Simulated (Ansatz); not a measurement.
ZnNi3Sb2:

```
CELL_PARAMETERS angstrom
4.14886 0.00000 0.00000
-2.07443 3.59302 0.00000
0.00000 0.00000 6.35544
ATOMIC_POSITIONS crystal
Sb 0.66667 0.33333 0.69790
Sb 0.33333 0.66667 0.30210
Zn 0.00000 0.00000 0.00000
Ni 0.66667 0.33333 0.10830
Ni 0.33333 0.66667 0.89170
Ni 0.00000 0.00000 0.50000
```

The cell comes from a database or a generator and needn't be the stable form of this composition.

| Item | Value |
| --- | --- |
| Program | Ansatz 0.2.0 |
| Task | single point |
| Functional | PBE |
| Potentials or basis | Ansatz PAW |
| Cutoff | 420 eV (not typed: the program's choice for these potentials) |
| k mesh | 7 × 7 × 4 |
| Occupations | fermi-dirac, width 0.05 eV |
| Spin | collinear spin, ferromagnetic start |
| Starting moments | [0.0, 0.0, 0.0, 1.0, 1.0, 1.0] μB |

On this cell: pressure 0.8 GPa; largest force 0.031 eV/Å; net moment 0.00 μB per cell; band gap on the k mesh none (metal or under the smearing width).

The same run follows on a disturbed copy (atoms moved at random, drawn with an rms of 0.05 Å):

```
Sb Zn Ni
1.0
     4.14886    0.00000    0.00000
    -2.07443    3.59302    0.00000
     0.00000    0.00000    6.35544
Sb Zn Ni
2 1 3
Cartesian
  2.0452 1.1919 4.4616
  0.0269 2.3822 1.8922
  0.0390 -0.0364 -0.0359
  2.0719 1.1996 0.7173
  -0.0007 2.4023 5.6887
  0.0106 -0.0291 3.1893
```

Task: What changes?

Result: The energy (extrapolated to zero smearing) moves by +4.7 meV/atom; pressure 1.2 GPa; largest force 0.481 eV/Å; net moment 0.00 μB per cell; band gap on the k mesh none (metal or under the smearing width).

Forces in eV/Å, atoms in the order of the input:
```
Sb   0.193 -0.047 -0.153
Sb  -0.106 -0.008  0.299
Zn  -0.350  0.322  0.072
Ni   0.174 -0.133 -0.062
Ni   0.116 -0.167 -0.137
Ni  -0.027  0.033 -0.018
```

Stress tensor (GPa, compression positive):
```
 0.91 -0.21 -0.25
-0.21  0.73  0.06
-0.25  0.06  2.06
```

Caveats: the starting moments weren't kept.
